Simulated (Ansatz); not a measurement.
Predict the output of the script below (Ansatz 0.2.0, Python API).

Script `relaxed_scan_fh2sesi.py`:
```python
from dataclasses import dataclass

import ansatz as az
from ase import Atoms
import numpy as np


@dataclass(frozen=True)
class Options:
    basis_set: str = "def2-SVP"
    functional: str = "b3lyp"


cfg = Options()

atoms = Atoms(["F", "Si", "Se", "H", "H"], positions=[
    (-0.6291, -1.5474, 1.3965),
    (-0.6757, -0.2264, 0.2848),
    (1.3781, 0.7035, 0.1933),
    (-0.9622, -0.7114, -1.0524),
    (0.9388, 1.708, -0.8636),
])
fh2sesi = az.Crystal.molecule_from_ase(atoms)

base = (
    fh2sesi.calculation()
    .basis(gaussian=cfg.basis_set)
    .functional(cfg.functional)
    .spin("collinear", total=1)
)
symbols = [site.symbol for site in fh2sesi.cartesian_sites]
pairs = [(0, 1), (1, 2), (1, 3), (2, 4)]
print("held (A)   E (eV)        ", "  ".join(f"{symbols[i]}{i}-{symbols[j]}{j}" for i, j in pairs))
for length in [1.33, 1.45, 1.57, 1.74, 1.96]:
    summary = base.relax(constraints=[az.DistanceConstraint((1, 3), at=length)], force_tolerance=0.02, max_steps=60).run().report
    xyz = np.array(summary["positions_ang"])
    print(f"{length:6.2f} {summary['free_energy_ev']:14.5f}  ", "  ".join(f"{np.linalg.norm(xyz[i] - xyz[j]):.3f}" for i, j in pairs))
```

```console
$ python relaxed_scan_fh2sesi.py
held (A)   E (eV)         F0-Si1  Si1-Se2  Si1-H3  Se2-H4
DeckWarning: relax.constraints: the input's atoms, or those drawn, lie off the distances that are held; a relaxation that starts there is brought onto them ahead of its first SCF, by positions alone, [...]
  1.33   -75965.90010   1.635  2.306  1.330  1.477
  1.45   -75966.20108   1.635  2.307  1.450  1.478
  1.57   -75966.20038   1.633  2.309  1.570  1.478
  1.74   -75965.92858   1.632  2.309  1.740  1.478
  1.96   -75965.40542   1.632  2.310  1.960  1.478
```
(Warnings from the package without file and line, shortened, repeats left out.)

What to keep in mind:
- Total energies depend on the basis set; only differences at equal settings carry meaning.
- The energies are electronic: no zero-point or thermal terms, and the basis set is short of its limit.
- The run takes the species as open-shell (spin multiplicity 2), which needn't be its ground state.
- b3lyp holds the VWN-RPA fit, as in Gaussian; the form of ORCA and Turbomole is b3lyp5.
- Wall time of the script: 3.1 min on 1 thread of Arm Neoverse V2 (shared host), peak memory 0.27 GiB.
